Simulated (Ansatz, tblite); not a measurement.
**The cluster Ge₃F₆+: rung by rung**

An exercise on one series of results from a longer session: the logs are not shown, and one member is left open.

Program: Ansatz 0.2.0, Gaussian basis. Level of theory: as each input shows. These are calculated values, not measurements.

The runs, in order: GFN1-xTB, GFN2-xTB, PBE-D4/def2-TZVP, r2SCAN-D4/def2-TZVP, PBE-QIDH/def2-TZVP, B2PLYP/def2-TZVP, PBE-D4/def2-SVP, PBE0-D4/def2-SVP, HF/6-31G, B3LYP-D4/6-31G, MP2/def2-SVP.

3 further runs of the same task are left out: 3 set aside as unsound or not needed. Runs told in other sessions of the task aren't counted.

## The structure

The geometry is that of the doublet, from an earlier relaxation (r2SCAN-D4/def2-SVP). At that level it is the lowest of the isomers that a small search found.

9 atoms, charge 1, spin multiplicity 2.

Bond lengths: Ge1–F5 2.064 Å, Ge1–F8 1.730 Å, Ge2–F4 2.109 Å, Ge2–F6 1.814 Å, Ge2–F7 1.724 Å, Ge2–F9 1.877 Å, Ge3–F4 1.900 Å, Ge3–F5 1.887 Å, Ge3–F9 2.041 Å. Angles: F5–Ge1–F8 87.7°, F4–Ge2–F6 86.8°, F4–Ge2–F7 167.1°, F4–Ge2–F9 72.8°, F6–Ge2–F7 100.0°, F6–Ge2–F9 94.7°, F7–Ge2–F9 95.6°, F4–Ge3–F5 88.4°, F4–Ge3–F9 73.9°, F5–Ge3–F9 85.0°, Ge2–F4–Ge3 104.1°, Ge1–F5–Ge3 142.0°, Ge2–F9–Ge3 107.6°.

The ion is computed in the gas phase, without counter-ions or solvent.

PBE0-D4/def2-TZVP was run before; its log isn't repeated, and its numbers join the tables.

Set-up of the first run:

Tight binding, by tblite at 300 K electronic temperature and without a spin-polarisation term:

```python
tblite.interface.Calculator('GFN1-xTB', numbers, positions, charge=1, uhf=1).singlepoint()
```

Tight binding, by tblite at 300 K electronic temperature and without a spin-polarisation term:

```python
tblite.interface.Calculator('GFN2-xTB', numbers, positions, charge=1, uhf=1).singlepoint()
```

start.molden holds the orbitals of an earlier run on this state, given as this run's starting guess.

File in.yaml:

```yaml
crystal:
  periodic: [false, false, false]
  atoms:
    - {symbol: Ge, position_ang: [-1.485379, -1.435767, 1.163365]}
    - {symbol: Ge, position_ang: [-0.126369, 1.174050, -1.148644]}
    - {symbol: Ge, position_ang: [2.036018, -0.313084, 0.618059]}
    - {symbol: F, position_ang: [0.844158, 1.162661, 0.724101]}
    - {symbol: F, position_ang: [0.557757, -1.458208, 0.872557]}
    - {symbol: F, position_ang: [-1.298555, -0.010423, -0.433086]}
    - {symbol: F, position_ang: [-0.572777, 1.070994, -2.810379]}
    - {symbol: F, position_ang: [-1.241221, -0.134426, 2.277247]}
    - {symbol: F, position_ang: [1.286368, -0.055797, -1.263211]}
basis:
  gaussian: {orbitals: def2-TZVP, initial_orbitals: start.molden}
total_charge: 1
magnetization: {spin_polarized: true, initial_magnetization: 1}
hamiltonian: {xc: pbe, dispersion: d4}
scf: {omitted_lower_state_checks: [starts]}
output: {forces: true, orbitals: {seedname: orbitals}}
```

Command:

```
$ ansatz run in.yaml --threads 4 --pin off --events-out ev --progress --plain --max-ram 6963MiB
```

Among the steps run: PBE-D4/def2-TZVP; r2SCAN-D4/def2-TZVP; PBE-QIDH/def2-TZVP; B2PLYP/def2-TZVP; PBE-D4/def2-SVP; PBE0-D4/def2-SVP; HF/6-31G; B3LYP-D4/6-31G; MP2/def2-SVP.

One table of the session follows, with a row left open; its other results are not shown here.

It belongs to the step «Levels side by side». 

```
              level  HOMO (eV)  LUMO (eV)  gap (eV)
           HF/6-31G     -16.29      -5.88     10.41
    PBE-D4/def2-SVP     -11.55     -10.43      1.12
   PBE-D4/def2-TZVP     -11.64     -10.49      1.15
r2SCAN-D4/def2-TZVP     -12.15     -10.18      1.97
     B3LYP-D4/6-31G     -12.83     -10.18      2.65
   PBE0-D4/def2-SVP          ?          ?         ?
  PBE0-D4/def2-TZVP     -13.05      -9.55      3.50
```

**Question.** Estimate the row for PBE0-D4/def2-SVP.

The run gave: HOMO (eV): -13.03; LUMO (eV): -9.54; gap (eV): 3.49. In the column «HOMO (eV)» it lies between PBE0-D4/def2-TZVP (-13.05) and B3LYP-D4/6-31G (-12.83).
